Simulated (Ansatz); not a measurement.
**AlCl2H3Si: small, medium and large basis sets**

How large a basis does AlCl2H3Si need? Two functionals are run in growing sets.

Program: Ansatz 0.2.0, Gaussian basis. Level of theory: one geometry, several basis sets. These are calculated values, not measurements.

Levels to be run: PBE0-D4/def2-SVP; ωB97M-V/def2-SVP; PBE0-D4/def2-QZVPP; ωB97M-V/def2-QZVPP; the functionals' def2-TZVPP values are taken from earlier runs.

### 1 Structure used throughout

The geometry comes from an earlier relaxation with PBE0-D4 in a triple-zeta def2 set; it is a stationary point, not always the lowest conformer.

7 atoms, charge 0, spin multiplicity 1.

Atoms are counted from 1 here; the program's logs count them from 0.

Bond lengths: Si1–Al2 2.433 Å, Si1–H5 1.486 Å, Si1–H6 1.488 Å, Si1–H7 1.488 Å, Al2–Cl3 2.091 Å, Al2–Cl4 2.091 Å. Angles: Al2–Si1–H5 111.1°, Al2–Si1–H6 109.7°, Al2–Si1–H7 109.5°, H5–Si1–H6 109.1°, H5–Si1–H7 109.0°, H6–Si1–H7 108.3°, Si1–Al2–Cl3 120.8°, Si1–Al2–Cl4 122.3°, Cl3–Al2–Cl4 117.0°.

### 2 PBE0-D4 in def2-SVP

File in.yaml:

```yaml
crystal:
  periodic: [false, false, false]
  atoms:
    - {symbol: Si, position_ang: [-0.434828, 0.999723, -0.278326]}
    - {symbol: Al, position_ang: [0.497754, -1.172444, 0.296299]}
    - {symbol: Cl, position_ang: [2.290242, -1.318635, 1.363290]}
    - {symbol: Cl, position_ang: [-0.432088, -2.964722, -0.245301]}
    - {symbol: H, position_ang: [-1.709567, 0.853817, -1.028452]}
    - {symbol: H, position_ang: [-0.687890, 1.781052, 0.962571]}
    - {symbol: H, position_ang: [0.537577, 1.753211, -1.115782]}
basis:
  gaussian: {orbitals: def2-SVP}
hamiltonian: {xc: pbe0, dispersion: d4}
output: {orbitals: {seedname: orbitals}}
```

After this run come: ωB97M-V in def2-SVP; PBE0-D4 in def2-QZVPP; ωB97M-V in def2-QZVPP.

Q: Predict the results of all the runs planned. Wanted: PBE0-D4: double and triple zeta above quadruple; ωB97M-V: double and triple zeta above quadruple.

**Answer**, as computed:

| quantity | value |
| --- | --- |
| PBE0-D4: double and triple zeta above quadruple | 14.92, 1.20 eV |
| ωB97M-V: double and triple zeta above quadruple | 14.78, 1.15 eV |

In words: For PBE0-D4 the step from double to triple zeta gains 13.72 eV and the next only 1.20 eV. These are total energies; as a rule much of such shifts cancels in differences, which this series doesn't test.
